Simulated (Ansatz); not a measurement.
# quartet AlHBr at 6 levels

We compute a comparison of 6 runs (U-revPBE/STO-3G, UB2PLYP/STO-3G, UBLYP/STO-3G, UHSE06/STO-3G, RPA@PBE/STO-3G, UCCSD(T)/STO-3G) of quartet AlHBr. 

The calculation is run with Ansatz 0.2.0.

59 further runs of the same task are left out: 10 that didn't finish, 49 set aside as unsound or not needed.

**1. The molecule**

AlHBr: 3 atoms, total charge 0, spin state quartet. SMILES of the parent species: `[AlH][Br]`. The shape is that of a PBE0-D4/def2-TZVP optimisation. That shape belongs to the parent species and isn't relaxed for this state.

Bond lengths: Al1–Br2 2.275 Å, Al1–H3 1.602 Å. Angles: Br2–Al1–H3 115.7°.

**2. The energy at U-revPBE/STO-3G (run 1)**

job.yaml

```yaml
crystal:
  periodic: [false, false, false]
  atoms:
    - symbol: Al
      position_ang: [-0.296700, -0.628000, -0.239100]
    - symbol: Br
      position_ang: [1.584500, 0.008600, 0.871100]
    - symbol: H
      position_ang: [-1.298900, 0.554600, -0.645300]
basis:
  gaussian: {orbitals: STO-3G}
magnetization: {spin_polarized: true, initial_magnetization: 3}
hamiltonian: {xc: {name: revPBE}}
accuracy: high
```

On the command line:

```
$ ansatz run job.yaml --threads 1 --pin off --max-ram 2610MiB --events-out events.jsonl --progress --plain --runs-dir runs
```

What it wrote:

```text
Warning: RAYON_NUM_THREADS=1 ignored (pool sized by the plan → 1); use --threads N
Functional definition: revPBE
  name "revPBE"
  parameter kappa = 1.245
  parameter beta = 0.06672455060314922
  exchange = pbe_x(kappa = kappa, mu = beta*pi^2/3)
  correlation = pbe_c(beta = beta)
390 factors; integrals over basis functions are off by at most 1.2e-8 eV
mean field evaluation 1: about -75797.1109 eV, gradient 8.1e0 eV
mean field evaluation 2: about -75794.0101 eV, gradient 1.4e1 eV
mean field evaluation 4: about -75798.5318 eV, gradient 1.7e0 eV
mean field evaluation 8: about -75798.5801 eV, gradient 3.0e-1 eV
mean field evaluation 16: about -75798.5731 eV, gradient 6.0e-4 eV
mean field evaluation 32: about -75798.0707 eV, gradient 1.1e-6 eV
mean field -75798.57312935 eV, -2785.5461843853 hartree, gradient 3.1e-8 eV, S^2 3.750881; 7 other end points of the search recorded, 0 dependent functions left out
reference -75798.57313156 eV, -2785.5461844668 hartree; 26, 23 occupied and 2, 5 virtual orbitals, 390 factors
Total energy: -75798.57313156 eV, -2785.5461844668 hartree
```

Run time: 5.4 s. Hardware: 1 thread of Arm Neoverse V1, shared host; peak memory 0.13 GiB.

**3. The energy at UB2PLYP/STO-3G (run 2)**

in.yaml

```yaml
crystal:
  periodic: [false, false, false]
  atoms:
    - {symbol: Al, position_ang: [-0.296700, -0.628000, -0.239100]}
    - {symbol: Br, position_ang: [1.584500, 0.008600, 0.871100]}
    - {symbol: H, position_ang: [-1.298900, 0.554600, -0.645300]}
basis:
  gaussian:
    orbitals: STO-3G
magnetization:
  spin_polarized: true
  initial_magnetization: 3
hamiltonian:
  xc: {name: B2PLYP}
correlation:
  frozen_orbitals: {Al: 5, Br: 9, H: 0}
accuracy: high
```

On the command line:

```
$ ansatz run in.yaml --threads 1 --pin off --max-ram 2610MiB --events-out events.jsonl --progress --plain --runs-dir runs
```

What it wrote, shortened:

```text
Warning: RAYON_NUM_THREADS=1 ignored (pool sized by the plan → 1); use --threads N
Functional definition: B2PLYP
  name "B2PLYP"
[...]
390 factors; integrals over basis functions are off by at most 1.2e-8 eV
[...]
mean field -75793.52387352 eV, -2785.3606276563 hartree, gradient 1.3e-8 eV, S^2 3.758678; 4 other end points of the search recorded, 0 dependent functions left out
14 core orbitals not correlated: weight in the atoms' cores, before any rotation towards them, 0.999 or more for the frozen orbitals, at most 0.000 for the correlated occupied ones
reference -75793.52389008 eV, -2785.3606282647 hartree; 12, 9 occupied and 2, 5 virtual orbitals, 390 factors
second order -0.69924405 eV of doubles, -0.00000000 eV of singles
Total energy: -75793.71268597 eV, -2785.3675663858 hartree
```

It took 3.3 s on 1 thread of Arm Neoverse V1, shared host; peak memory 0.14 GiB.

Runs 3 to 5 aren't shown in full; the table further down has their settings and results.

**4. The energy at UCCSD(T)/STO-3G (run 6)**

input.yaml

```yaml
crystal:
  periodic: [false, false, false]
  atoms:
    - {symbol: Al, position_ang: [-0.296700, -0.628000, -0.239100]}
    - {symbol: Br, position_ang: [1.584500, 0.008600, 0.871100]}
    - {symbol: H, position_ang: [-1.298900, 0.554600, -0.645300]}
basis:
  gaussian:
    orbitals: STO-3G
accuracy: high
scf:
  omitted_lower_state_checks: [cluster_reference, increment]
correlation:
  method: ccsd_t
  frozen_orbitals: {Al: 5, Br: 9, H: 0}
magnetization:
  spin_polarized: true
  initial_magnetization: 3
```

On the command line:

```
$ ansatz run input.yaml --threads 1 --pin off --max-ram 2610MiB --events-out events.jsonl --progress --plain --runs-dir runs
```

What it wrote:

```text
Warning: RAYON_NUM_THREADS=1 ignored (pool sized by the plan → 1); use --threads N
[... 14 lines left out ...]
14 core orbitals not correlated: weight in the atoms' cores, before any rotation towards them, 0.999 or more for the frozen orbitals, at most 0.000 for the correlated occupied ones
[... 31 lines left out ...]
Total energy: -75757.44572921 eV, -2784.0347803076 hartree
Checks for a lower state left out: cluster_reference, increment
```

Run time: 1.1 s. Hardware: 1 thread of Arm Neoverse V1, shared host.

**5. Overview of the runs**

| run | level | frozen core orbitals | energy (Eh) | ⟨S²⟩ | wall time |
| --- | --- | --- | --- | --- | --- |
| 1 | U-revPBE/STO-3G | – | -2785.546184 | 3.751 | 5.4 s |
| 2 | UB2PLYP/STO-3G | 14 | -2785.367566 | 3.759 | 3.3 s |
| 3 | UBLYP/STO-3G | – | -2785.677406 | 3.751 | 4.8 s |
| 4 | UHSE06/STO-3G | – | -2785.493391 | 3.753 | 5.1 s |
| 5 | RPA@PBE/STO-3G | 14 | -2784.083479 | 3.751 | 8.4 s |
| 6 | UCCSD(T)/STO-3G | 14 | -2784.034780 | 3.752 | 1.1 s |

**6. Outcome**

| quantity | value |
| --- | --- |
| run 6: total energy | -2784.03478 Eh |
| run 6: correlation energy (14 core orbitals frozen) | -28.9 mEh |
| run 6: (T) correction | -0.89 mEh |
| run 6: ⟨S²⟩ of the reference determinant | 3.752 |
| run 6: T1 diagnostic | 0.059 |

In words: Totals of different functionals can't be ranked against each other. In runs 1, 2, 3, 4, 5, 6 the basis is minimal, so the values are rough. All runs together took 28 s, the longest 8.4 s.
